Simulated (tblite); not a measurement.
# C5H12B2N: the cost of one run

Programs: tblite 0.8.0 and PySCF 2.14.0, with density-fitted response routines of our own. Each step states its level of theory. These are calculated values for one molecule in the gas phase, unless marked as measured. Atoms are numbered from 0 throughout.

## (1) The molecule as given

20 atoms, charge 0, multiplicity 2; geometry from: force field or distance geometry start.

Bonds of the start (Å): B0–N1 1.55, N1–B2 1.54, B2–C3 1.56, C3–C4 1.49, C4–C5 1.34, N1–C6 1.42, C6–C7 1.49, B0–H8 1.17, B0–H9 1.18, B2–H10 1.21, C3–H11 1.09, C3–H12 1.13, C4–H13 1.09, C5–H14 1.10, C5–H15 1.08, C6–H16 1.10, C7–H17 1.13, C7–H18 1.09, C7–H19 1.13.

## (2) Geometry optimisation with GFN2-xTB

Job settings and geometry (Å):

```
{"job": {"kind": "relax", "xc": "GFN2-xTB", "basis": "xTB"}, "charge": 0, "multiplicity": 2}
B     -1.072600    -1.975800    -0.145100
N     -1.070300    -0.460800     0.158900
B      0.028900     0.086900    -0.764900
C      1.475700    -0.493100    -0.702400
C      2.359500     0.188700     0.282700
C      3.496000     0.794000    -0.099100
C     -2.376600     0.016700    -0.126000
C     -2.741600     1.333900     0.479600
H     -1.215700    -2.717500     0.742900
H     -0.643000    -2.347900    -1.183300
H     -0.389300     0.345500    -1.871700
H      1.942500    -0.397600    -1.686600
H      1.490200    -1.582200    -0.391100
H      2.048400     0.190800     1.330000
H      4.121100     1.300800     0.647600
H      3.776800     0.772100    -1.142000
H     -2.557700    -0.065500    -1.204500
H     -3.229200     1.906900    -0.361400
H     -1.887300     1.870800     0.897500
H     -3.561000     1.244000     1.252000
```

Started as:

```console
> OMP_NUM_THREADS=1 python probes_run.py task.json out
```

This one command runs all jobs of the session in turn.

Q: Estimate the wall time and peak memory of this first job on 1 thread of AMD EPYC 7B13, shared host.

About 1.3 s, with a peak of 0.18 GiB.
